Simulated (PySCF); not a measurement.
# GeCl: bond curves at several levels of theory

One table from this session's results is given with a row withheld; the runs are named, their logs left out.

Program: PySCF 2.14.0. Level of theory: Ge pcseg-1, Cl pcseg-1, no relativity. These are calculated values, not measurements.

Set-up of the first run:

Settings of the job:

| Item | Value |
| --- | --- |
| atoms | Ge, Cl |
| charge | 0 |
| basis | Ge pcseg-1, Cl pcseg-1 |
| Hamiltonian | no relativity |
| basis functions | 45 |
| electrons treated | 49 |
| masses in u | 73.9212, 34.9689 |
| levels | PBE0, PBE, r²SCAN, TPSS, r²SCANh, r²SCAN0, HF, MP2, SCS-MP2, CCSD, CCSD(T) |
| grid | 80 radial by 434 angular points |
| occupations | held fixed by the projection of orbital angular momentum |
| dissociation limit | Ge + Cl, each in its ground configuration |
| starting distance in angstrom | 2.130 |
| values of 2S to try | 1, 3 |

On the command line:

```console
OMP_NUM_THREADS=1 python dia.py task.json out
```

Steps of the session up to this table: Input; First curve: PBE0; Higher solutions at PBE0; PBE (GGA); r²SCAN (meta-GGA); TPSS (meta-GGA); r²SCANh (hybrid meta-GGA); r²SCAN0; UHF; MP2 and coupled cluster.

One of the session's tables, all rows but one given; the rest of the session is left out.

Energy (eV) from each level's lowest point:

| R (Å) | UHF | UHF-MP2 | UHF-SCS-MP2 | UHF-CCSD | UHF-CCSD(T) |
| --- | --- | --- | --- | --- | --- |
| 1.895 | 1.098 | 1.074 | 1.105 | n/a | n/a |
| 1.984 | 0.494 | 0.476 | 0.498 | 0.499 | 0.509 |
| 2.072 | 0.163 | 0.151 | 0.164 | 0.165 | 0.170 |
| 2.138 | 0.042 | 0.035 | 0.042 | 0.042 | 0.045 |
| 2.204 | 0.000 | 0.000 | 0.000 | 0.000 | 0.000 |
| 2.270 | ? | ? | ? | ? | ? |
| 2.358 | 0.108 | 0.128 | 0.113 | 0.112 | 0.105 |
| 2.469 | 0.294 | 0.329 | 0.304 | 0.301 | 0.291 |
| 2.601 | 0.576 | 0.632 | 0.596 | 0.591 | 0.576 |
| 2.777 | 0.998 | 1.082 | 1.033 | n/a | n/a |

Q: Estimate the row for R (Å) = 2.270 from the others.

Worked estimate for «UHF». A straight line through the neighbours (2.204, 0.000) and (2.358, 0.108) gives 0.000 + (0.108 − 0.000) × (2.270 − 2.204) / (2.358 − 2.204) = 0.046; a parabola fitted to 4 rows on both sides gives 0.023.

The run gave: UHF: 0.018; UHF-MP2: 0.025; UHF-SCS-MP2: 0.019; UHF-CCSD: 0.019; UHF-CCSD(T): 0.016. In «UHF» the line misses by +0.028 and the parabola by +0.005.
